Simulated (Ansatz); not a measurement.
# Nickel, hcp under PBEsol: from relaxation to bulk modulus

The plan for nickel in the hcp structure: relax it, solve it on a dense k-mesh, then scale the cell to 7 volumes from 88 to 112 % of the relaxed one and try a fit of the equation of state. Spin polarisation is left out, though the real metal is magnetic, so this state lies above the ground state. The k-meshes are 14×14×8 for the relaxation; 24×24×13 for the dense run; 17×17×9 for the volumes.

This is Ni in the hcp structure; at room conditions it is fcc.

Computed with Ansatz 0.2.0 (DFT PBEsol, plane waves (420 eV) with PAW, scalar-relativistic; PAW files made under PBE, frozen cores solved again for the functional, unless a step says otherwise).

### Step 1. The structure to begin with

It takes space group P6_3/mmc (No. 194, hexagonal). The conventional cell has a = 2.492 Å, b = 2.492 Å, c = 4.069 Å, α = 90.00°, β = 90.00°, γ = 120.00°. Ni (site symmetry -6m2) is surrounded by 12 Ni at 2.49 Å.

Coordinates:

```
CELL_PARAMETERS angstrom
2.49176 0.00000 0.00000
-1.24588 2.15792 0.00000
0.00000 0.00000 4.06904
ATOMIC_POSITIONS crystal
Ni 0.33333 0.66667 0.25000
Ni 0.66667 0.33333 0.75000
```

### Step 2. Relaxation of the cell

Input file input.yaml:

```yaml
crystal:
  lattice:
    - [2.491755966, 0.0, 0.0]
    - [-1.245877983, 2.1579239666, 0.0]
    - [0.0, 0.0, 4.0690374925]
  atoms:
    - { symbol: Ni, position: [0.3333333333, 0.6666666667, 0.25] }
    - { symbol: Ni, position: [0.6666666667, 0.3333333333, 0.75] }
hamiltonian:
  xc: pbesol
  pseudopotentials:
    kind: paw
    azcp:
      Ni: "pseudopotentials/Ni.paw.azcp"
basis:
  ecutwfc: 420
  fft_grid_basis: typed
kpoints:
  mp_grid: { grid: [14, 14, 8], shift: [0, 0, 0] }
magnetization:
  spin_polarized: false
scf:
  occupations: { method: fermi_dirac, width: 0.1 }
relax:
  max_steps: 60
  f_tol: 0.01
  cell: {}
```

The runs that follow: The energy on a finer k-mesh; At 88 % of the relaxed volume; At 92 % of the relaxed volume; At 96 % of the relaxed volume; At 100 % of the relaxed volume; At 104 % of the relaxed volume; At 108 % of the relaxed volume; At 112 % of the relaxed volume.

**Question.** What will these runs give? Wanted: space group; conventional cell; volume; shortest distance; gap on the mesh; relative to fcc, ferromagnetic; V₀, B₀, B₀′.

As calculated:

| quantity | value |
| --- | --- |
| space group (spins left aside) | P6_3/mmc (No. 194) |
| conventional cell | a = 2.443 Å, c = 4.018 Å (c/a = 1.644) |
| volume | 10.387 Å³/atom |
| shortest distance | 2.443 Å |
| gap on the mesh | none (levels filled in part) |
| relative to fcc, ferromagnetic | +73 meV/atom |
| V₀, B₀, B₀′ | 10.364 Å³/atom, 232 GPa, 4.8 |

What this shows: The relaxation shrank the cell by 5.1 % in volume. It lies 73 meV/atom above the element's reference form at the same level (fcc, ferromagnetic, from a run of its own); part of this is magnetic energy, as this run has no moments. Levels at the Fermi energy are filled in part, as in a metal. B₀ comes out at 232 GPa; letting shape and positions relax at each volume could only lower it. Relaxation kept the symmetry; phonons were not checked.
